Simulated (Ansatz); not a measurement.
**C2H3BClFS: a ladder of functionals and wavefunction methods**

An exercise on one series of results from a longer session: the logs are not shown, and one member is left open.

Computed with Ansatz 0.2.0, Gaussian basis. Level: functionals in def2-TZVPP, the program's frozen cores in correlated methods.

The runs, in order: PBE-D4, r2SCAN-D4, PBE0-D4, B3LYP-D4, ωB97X-V, ωB97M-V, B2PLYP; CCSD(T)/def2-TZVPP; MP2/def2-QZVPP; extrapolation to the limit.

### The relaxed structure

All runs share one geometry, relaxed beforehand with PBE0-D4 in a triple-zeta def2 set.

SMILES `FC1(Cl)CB1S`, 9 atoms, charge 0, spin multiplicity 1.

Atoms are counted from 1 here; the program's logs count them from 0.

Bond lengths: F1–C2 1.355 Å, C2–Cl3 1.753 Å, C2–C4 1.511 Å, C2–B5 1.539 Å, C4–B5 1.541 Å, C4–H7 1.085 Å, C4–H8 1.090 Å, B5–S6 1.741 Å, S6–H9 1.347 Å. Angles: F1–C2–Cl3 111.5°, F1–C2–C4 117.5°, F1–C2–B5 123.4°, Cl3–C2–C4 116.8°, Cl3–C2–B5 118.1°, C4–C2–B5 60.7°, C2–C4–B5 60.6°, C2–C4–H7 119.0°, C2–C4–H8 113.6°, B5–C4–H7 123.9°, B5–C4–H8 115.4°, H7–C4–H8 113.8°, C2–B5–C4 58.8°, C2–B5–S6 153.0°, C4–B5–S6 148.2°, B5–S6–H9 97.8°.

As a file:

```
F     0.9417   -1.1911    1.3330
C     0.7671   -0.3712    0.2679
Cl    2.2908    0.2965   -0.2855
C    -0.2104   -0.8113   -0.7969
B    -0.5127    0.4511    0.0335
S    -1.5963    1.7684    0.3818
H     0.0998   -0.7927   -1.8367
H    -0.7813   -1.6986   -0.5243
H    -0.9103    2.3025    1.4101
```

The first run:

Contents of in.yaml:

```yaml
crystal:
  periodic: [false, false, false]
  atoms:
    - {symbol: F, position_ang: [0.941703, -1.191058, 1.332974]}
    - {symbol: C, position_ang: [0.767084, -0.371223, 0.267883]}
    - {symbol: Cl, position_ang: [2.290777, 0.296515, -0.285496]}
    - {symbol: C, position_ang: [-0.210384, -0.811270, -0.796944]}
    - {symbol: B, position_ang: [-0.512663, 0.451130, 0.033474]}
    - {symbol: S, position_ang: [-1.596273, 1.768433, 0.381840]}
    - {symbol: H, position_ang: [0.099755, -0.792651, -1.836722]}
    - {symbol: H, position_ang: [-0.781265, -1.698552, -0.524349]}
    - {symbol: H, position_ang: [-0.910335, 2.302474, 1.410143]}
basis:
  gaussian: {orbitals: def2-TZVPP}
hamiltonian: {xc: pbe, dispersion: d4}
output: {forces: true, orbitals: {seedname: orbitals}}
```

Launch:

```
$ ansatz run in.yaml --threads 4 --pin off --events-out ev --progress --plain --max-ram 10444MiB
```

Steps of the session up to this table: PBE-D4 (GGA); r2SCAN-D4 (meta-GGA); PBE0-D4 (hybrid); B3LYP-D4 (hybrid); ωB97X-V (range-separated); ωB97M-V (range-separated); B2PLYP (double hybrid); CCSD(T) in def2-TZVPP; MP2 in def2-QZVPP.

One of the session's tables, all rows but one given; the rest of the session is left out.

| method | atomisation energy (kcal/mol) |
| --- | --- |
| PBE-D4 | 839.0 |
| r2SCAN-D4 | 814.1 |
| PBE0-D4 | 817.0 |
| B3LYP-D4 | 799.4 |
| ωB97X-V | 806.7 |
| ωB97M-V | 809.0 |
| B2PLYP | 790.8 |
| HF/def2-TZVPP | 563.7 |
| MP2/def2-TZVPP | ? |
| CCSD/def2-TZVPP | 756.2 |
| CCSD(T)/def2-TZVPP | 773.9 |
| MP2/CBS | 825.3 |
| CCSD(T)/CBS | 796.8 |

Q: Estimate the row for MP2/def2-TZVPP from the others.

**Answer.** atomisation energy (kcal/mol): 802.4. In the column «atomisation energy (kcal/mol)» it lies between B3LYP-D4 (799.4) and ωB97X-V (806.7).

To keep in mind: Free atoms (1 F, 2 C, 1 Cl, 1 B, 1 S, 3 H) were run apart at each level; the atomisation energy is their sum less the molecule, without zero-point or spin-orbit terms.
